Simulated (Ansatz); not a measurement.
Here is an Ansatz 0.2.0 calculation.

File input.yaml:

```yaml
crystal:
  lattice:
    - [4.1981056157, 0.0, 0.0]
    - [-2.0990528078, 3.6356661109, 0.0]
    - [0.0, 0.0, 3.306847]
  atoms:
    - { symbol: Sn, position: [0.3333333333, 0.6666666667, 0.5] }
    - { symbol: Al, position: [0.0, 0.0, 0.0] }
hamiltonian:
  xc: pbe
  pseudopotentials: { kind: paw_fr }
magnetization:
  noncollinear: true
  spin_orbit: true
kpoints:
  mp_grid: { grid: [7, 7, 8] }
  band_path:
    path:
      - [[0.0, 0.0, 0.0], [0.5, 0.0, 0.0], [0.3333333333, 0.3333333333, 0.0], [0.0, 0.0, 0.0], [0.0, 0.0, 0.5], [0.5, 0.0, 0.5], [0.3333333333, 0.3333333333, 0.5], [0.0, 0.0, 0.5]]
      - [[0.5, 0.0, 0.5], [0.5, 0.0, 0.0]]
      - [[0.3333333333, 0.3333333333, 0.0], [0.3333333333, 0.3333333333, 0.5]]
    npoints: 14
scf:
  occupations: { method: fermi_dirac, width: 0.05 }
  n_extra_bands: 6
output:
  forces: true
  stress: true
  eigenvalues: true
  fatbands: false
  write_density: true
  write_potential: true
  elf: true
  volumetric_format: npy
```

Potentials or basis: Ansatz PAW.

Command:

```console
$ ansatz run input.yaml --threads 2 --pin off --max-ram 5632MiB --backend cpu --events-out ev --progress --plain --runs-dir out
```

Question: Estimate the pressure.

Answer: 0.2 GPa.

Question: Predict the band gap on the k mesh.

Answer: None (metal or under the smearing width).

Stress tensor (GPa, compression positive):
```
0.06 0.00 0.00
0.00 0.06 0.00
0.00 0.00 0.50
```
